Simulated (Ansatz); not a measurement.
# TiRh: strong compression

One table from this session's results is given with a row withheld; the runs are named, their logs left out.

Computed with Ansatz 0.2.0 (DFT, LDA, PAW with Ansatz's default frozen-core files, scalar-relativistic, unless a step's input says otherwise).

## The system as given

Symmetry: P4/mmm, No. 123, tetragonal system. Conventional cell: a = 2.988 Å, b = 2.988 Å, c = 3.350 Å, α = 90.00°, β = 90.00°, γ = 90.00°. Ti (site symmetry 4/mmm) has 8 Rh at 2.70 Å and 4 Ti at 2.99 Å as nearest neighbours. Around Rh (site symmetry 4/mmm) lie 8 Ti at 2.70 Å and 4 Rh at 2.99 Å.

Structure file:

```xyz
2
Lattice="2.9880 0.0000 0.0000 0.0000 2.9880 0.0000 0.0000 0.0000 3.3500" Properties=species:S:1:pos:R:3 pbc="T T T"
Ti    1.4940    1.4940    1.6750
Rh    0.0000    0.0000    0.0000
```

Whether this phase is the stable one at these pressures isn't tested.

Atoms are numbered in the order of the input: Ti1, Rh2.

Set-up of the first run:

input.yaml

```yaml
crystal:
  lattice:
    - [2.988, 0.0, 0.0]
    - [0.0, 2.988, 0.0]
    - [0.0, 0.0, 3.35]
  atoms:
    - { symbol: Ti, position: [0.5, 0.5, 0.5] }
    - { symbol: Rh, position: [0.0, 0.0, 0.0] }
kpoints:
  mp_grid: { grid: [12, 12, 11] }
scf:
  occupations: { method: fermi_dirac, width: 0.05 }
hamiltonian:
  xc: lda
  pseudopotentials: { kind: paw }
output:
  forces: true
  stress: true
  write_density: true
  write_potential: true
  elf: true
  volumetric_format: npy
relax:
  f_tol: 0.01
  max_steps: 30
  cell: { stress_tol: 0.05, fix: [volume] }
```

The run is started by

```
ansatz run input.yaml --threads 1 --pin off --max-ram 2048MiB --backend cpu --events-out ev --progress --plain --runs-dir out
```

Among the steps run: Shape and atoms relaxed at the given volume, PAW; Volume scaled by 1, PAW; Shape and atoms relaxed at 0.9 of the volume, PAW; More of the same log: shape and atoms relaxed at 0.9 of the volume; Volume scaled by 0.9, PAW; Shape and atoms relaxed at 0.5 of the volume, PAW; Volume scaled by 0.5, PAW; Shape and atoms relaxed at 0.4 of the volume, PAW; More of the same log: shape and atoms relaxed at 0.4 of the volume; Volume scaled by 0.4, PAW.

One of the session's tables, all rows but one given; the rest of the session is left out.

| method | volume over the first | volume (Å³/atom) | pressure (GPa) |
| --- | --- | --- | --- |
| PAW | 1 | ? | ? |
| PAW | 0.9 | 13.459 | 10.75 |
| PAW | 0.5 | 7.477 | 501.77 |
| PAW | 0.4 | 5.982 | 1035.31 |

**Question.** Estimate the row for PAW, 1.

The run gave: volume (Å³/atom): 14.955; pressure (GPa): -12.15. In the column «volume (Å³/atom)» it is the highest.

Caveats from the session: A fit over so wide a range leans to the high pressures, so B₀ can be off by several per cent. Warnings in the runs' records: gradients without spin orbit.
